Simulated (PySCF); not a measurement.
# C5H8AlNSe: the cost of one run

Programs: PySCF 2.14.0, with routines of our own; each step states its level. All values are computed. Atoms count from 0.

## Step 1: The starting structure

16 atoms, charge 0, multiplicity 1; geometry from: GFN2-xTB.

## Step 2: Magnetic properties: GIAO B3LYP/pcSseg-1

Job settings and geometry (Å):

```
{"job": {"kind": "mag", "xc": "B3LYP", "basis": "pcSseg-1", "isotopologues": 2}, "charge": 0, "multiplicity": 1}
C     -3.513124    -0.476480     1.222312
C     -2.876850     0.192145     0.461519
C     -2.075766     0.984139    -0.451522
C     -0.624170     0.534663    -0.350924
Se     0.507378     1.597017    -1.607033
C      1.997609     0.747184    -1.135862
N      2.932291     0.159856    -0.789231
Al     3.266805    -1.301191     0.510078
H     -4.086381    -1.053706     1.884492
H     -2.168857     2.043014    -0.187860
H     -2.450758     0.846062    -1.471343
H     -0.219982     0.690597     0.650703
H     -0.506527    -0.514420    -0.627084
H      3.811191    -2.395336    -0.466222
H      4.229775    -0.549991     1.487625
H      1.769767    -1.494608     1.013231
```

Method: GIAO B3LYP/pcSseg-1 magnetisability, rotational g tensor and spin-rotation constants, non-relativistic, gas phase.

On the command line:

```console
$ OMP_NUM_THREADS=1 python excited_run.py task.json out
```

This one command runs all jobs of the session in turn.

Q: Estimate the wall time and peak memory of this first job on 1 thread of Intel Xeon Platinum 8488C, shared host.

About 46 s, with a peak of 0.96 GiB.
